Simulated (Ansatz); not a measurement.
# AlB2Ru3: the cost of one run

Computed with Ansatz 0.2.0 (DFT PBE, scalar-relativistic, plane waves, PAW, unless a step's input says otherwise).

**1. The system as given**

Symmetry: P4/mmm, No. 123, tetragonal system. The conventional cell has a = 3.936 Å, b = 3.936 Å, c = 5.375 Å, α = 90.00°, β = 90.00°, γ = 90.00°. Al (site symmetry 4/mmm) is surrounded by 4 B at 1.97 Å. Around B (site symmetry mmm) lie 2 Al at 1.97 Å and 2 Ru at 1.97 Å. Ru (site symmetry 4/mmm) is surrounded by 4 B at 1.97 Å. Ru (site symmetry 4/mmm) has 6 Ru at 2.69 to 2.78 Å as nearest neighbours. Around Ru (site symmetry 4/mmm) lie 2 Al at 2.69 Å and 4 Ru at 2.78 Å.

Coordinates:

```cif
data_structure
_symmetry_space_group_name_H-M 'P 1'
_symmetry_Int_Tables_number 1
_cell_length_a 3.9364
_cell_length_b 3.9364
_cell_length_c 5.3748
_cell_angle_alpha 90.000
_cell_angle_beta 90.000
_cell_angle_gamma 90.000
_cell_volume 83.28
loop_
_atom_site_label
_atom_site_type_symbol
_atom_site_fract_x
_atom_site_fract_y
_atom_site_fract_z
_atom_site_occupancy
Al1 Al 0.50000 0.50000 0.00000 1
B1 B 0.00000 0.50000 0.00000 1
B2 B 0.50000 0.00000 0.00000 1
Ru1 Ru 0.00000 0.00000 0.00000 1
Ru2 Ru 0.00000 0.00000 0.50000 1
Ru3 Ru 0.50000 0.50000 0.50000 1
```

Recipe of the guess: random cell by space group and Wyckoff sites (P4/mmm, No. 123). Lengths come from tabulated atomic sizes and are only a guess.

**2. A first look at the guess**

Input file input.yaml:

```yaml
crystal:
  lattice:
    - [3.9364173, 0.0, 0.0]
    - [0.0, 3.9364173, 0.0]
    - [0.0, 0.0, 5.37478009]
  atoms:
    - { symbol: Al, position: [0.5, 0.5, 0.0] }
    - { symbol: B, position: [0.0, 0.5, 0.0] }
    - { symbol: B, position: [0.5, 0.0, 0.0] }
    - { symbol: Ru, position: [0.0, 0.0, 0.0] }
    - { symbol: Ru, position: [0.0, 0.0, 0.5] }
    - { symbol: Ru, position: [0.5, 0.5, 0.5] }
basis:
  ecutwfc: 420
kpoints:
  mp_grid: { grid: [4, 4, 4] }
hamiltonian:
  xc: pbe
scf:
  occupations: { method: gaussian, width: 0.1 }
  lower_state_search: "off"
output:
  forces: true
  stress: true
  eigenvalues: true
```

Started as:

```
$ ansatz run input.yaml --threads 1 --pin off --max-ram 2560MiB --backend cpu --events-out ev --progress --plain --runs-dir out
```

What time and memory should one allow on 1 thread of Arm Neoverse V2, shared host?

About 2.5 s, with a peak of 0.34 GiB.
